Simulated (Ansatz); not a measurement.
# CuMo: the cost of one run

Computed with Ansatz 0.2.0 (DFT PBE, scalar-relativistic, plane waves, PAW, unless a step's input says otherwise).

### Step 1. The starting structure

The structure is hexagonal, space group P6_3/mmc (No. 194). Conventional cell: a = 3.702 Å, b = 3.702 Å, c = 4.980 Å, α = 90.00°, β = 90.00°, γ = 120.00°. Cu (site symmetry -3m) is surrounded by 6 Mo at 2.47 Å and 2 Cu at 2.49 Å. Mo (site symmetry -6m2) is surrounded by 6 Cu at 2.47 Å.

As a file:

```
Cu Mo
1.0
     3.70193    0.00000    0.00000
    -1.85096    3.20597    0.00000
     0.00000    0.00000    4.97966
Cu Mo
2 2
Direct
  0.00000 0.00000 0.00000
  0.00000 0.00000 0.50000
  0.33333 0.66667 0.25000
  0.66667 0.33333 0.75000
```

Recipe of the guess: species swapped into a database cell of BiPd (P6_3/mmc, No. 194), with Mo on the Bi sites and Cu on the Pd sites. Lengths come from tabulated atomic sizes and are only a guess.

### Step 2. Probe: one point on a coarse mesh

input.yaml reads:

```yaml
crystal:
  lattice:
    - [3.70192975, 0.0, 0.0]
    - [-1.85096487, 3.20596521, 0.0]
    - [0.0, 0.0, 4.97966443]
  atoms:
    - { symbol: Cu, position: [0.0, 0.0, 0.0] }
    - { symbol: Cu, position: [0.0, 0.0, 0.5] }
    - { symbol: Mo, position: [0.33333333, 0.66666667, 0.25] }
    - { symbol: Mo, position: [0.66666667, 0.33333333, 0.75] }
basis:
  ecutwfc: 420
kpoints:
  mp_grid: { grid: [6, 6, 4] }
hamiltonian:
  xc: pbe
scf:
  occupations: { method: gaussian, width: 0.1 }
  lower_state_search: "off"
output:
  forces: true
  stress: true
  eigenvalues: true
```

Started as:

```console
ansatz run input.yaml --threads 1 --pin off --max-ram 2560MiB --backend cpu --events-out ev --progress --plain --runs-dir out
```

**Question.** How long does this run take on 1 thread of Arm Neoverse V2, shared host, and how much memory does it need?

About 2.4 s, with a peak of 0.34 GiB.
